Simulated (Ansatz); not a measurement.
Geometry optimisation, DFT PBE, scalar-relativistic, plane waves, PAW (Ansatz).

Input file:

```yaml
accuracy: low
crystal:
  lattice:
    - [6.98, 0.0, 0.0]
    - [0.0, 6.98, 0.0]
    - [0.0, 0.0, 6.98]
  atoms:
    - { symbol: Li, position: [0.0, 0.0, 0.0] }
    - { symbol: Li, position: [0.5, 0.0, 0.0] }
    - { symbol: Li, position: [0.0, 0.5, 0.0] }
    - { symbol: Li, position: [0.0, 0.0, 0.5] }
    - { symbol: Li, position: [0.25, 0.25, 0.25] }
    - { symbol: Li, position: [0.5, 0.5, 0.0] }
    - { symbol: Li, position: [0.5, 0.0, 0.5] }
    - { symbol: Li, position: [0.75, 0.25, 0.25] }
    - { symbol: Li, position: [0.0, 0.5, 0.5] }
    - { symbol: Li, position: [0.25, 0.75, 0.25] }
    - { symbol: Li, position: [0.25, 0.25, 0.75] }
    - { symbol: Li, position: [0.5, 0.5, 0.5] }
    - { symbol: Li, position: [0.75, 0.75, 0.25] }
    - { symbol: Li, position: [0.75, 0.25, 0.75] }
    - { symbol: Li, position: [0.25, 0.75, 0.75] }
    - { symbol: Li, position: [0.75, 0.75, 0.75] }
    - { symbol: Cu, position: [0.7453124, 0.8735947, 0.0081551] }
basis:
  ecutwfc: 420.0
kpoints:
  mp_grid: { grid: [3, 3, 3] }
hamiltonian:
  xc: pbe
scf:
  occupations: { method: fermi_dirac, width: 0.1 }
  lower_state_search: "off"
relax:
  f_tol: 0.08
  max_steps: 25
  adjacent_minimum: "off"
```

Run as:

```bash
$ ansatz run input.yaml --threads 2 --pin off --max-ram 5120MiB --backend cpu --events-out ev --progress --plain --runs-dir out
```

Task: Where does it end, and by what steps?

Result: It converged. The threshold is loose, so the end isn't yet a minimum. The force dipped under the threshold on the way, but the program's further checks kept it going. Limits of this set-up: coarse k mesh, a small cell, in which the defect meets its images, a typed lattice constant that wasn't relaxed here, low accuracy level. After 7 steps the energy has fallen by 1.778 eV; Li13 moved furthest, 0.67 Å. Joined: Li1–Li2 (3.49 → 2.76 Å), Li5–Li10 (3.49 → 3.00 Å), Li7–Li12 (3.49 → 3.04 Å), Li13–Li16 (3.49 → 2.80 Å), Li14–Li16 (3.49 → 3.00 Å).

```
step  energy less start (eV)  largest force component (eV/Å)  accepted
   0                  0.0000                           2.524       yes
   1                 -0.8216                           1.775       yes
   2                 -1.5805                           0.573       yes
   3                 -1.7607                           0.044       yes
   4                 -1.7607                           0.044       yes
   5                 -1.7652                           0.027       yes
   6                 -1.7685                           0.031       yes
   7                 -1.7784                           0.061       yes
```

```xyz
17
Lattice="6.9800 0.0000 0.0000 0.0000 6.9800 0.0000 0.0000 0.0000 6.9800" Properties=species:S:1:pos:R:3
Li 0.289 -0.103 -0.033
Li 3.027 0.230 -0.106
Li -0.189 3.821 -0.070
Li 0.162 0.086 3.295
Li 1.663 2.079 1.604
Li 3.684 3.711 -0.078
Li 3.407 0.145 3.253
Li 5.282 1.620 1.526
Li -0.055 3.250 3.648
Li 1.890 5.064 1.840
Li 1.648 1.924 5.297
Li 3.589 3.157 3.642
Li 5.298 4.839 2.288
Li 5.280 1.428 5.439
Li 1.840 5.167 4.996
Li 5.233 5.438 5.021
Cu 5.033 6.121 0.373
```

Whether the end is a true minimum wasn't checked by a vibrational analysis.

Run time: 36 s on 2 threads of AMD EPYC 9R14 (Zen 4), on a shared host, peak memory 0.71 GiB.
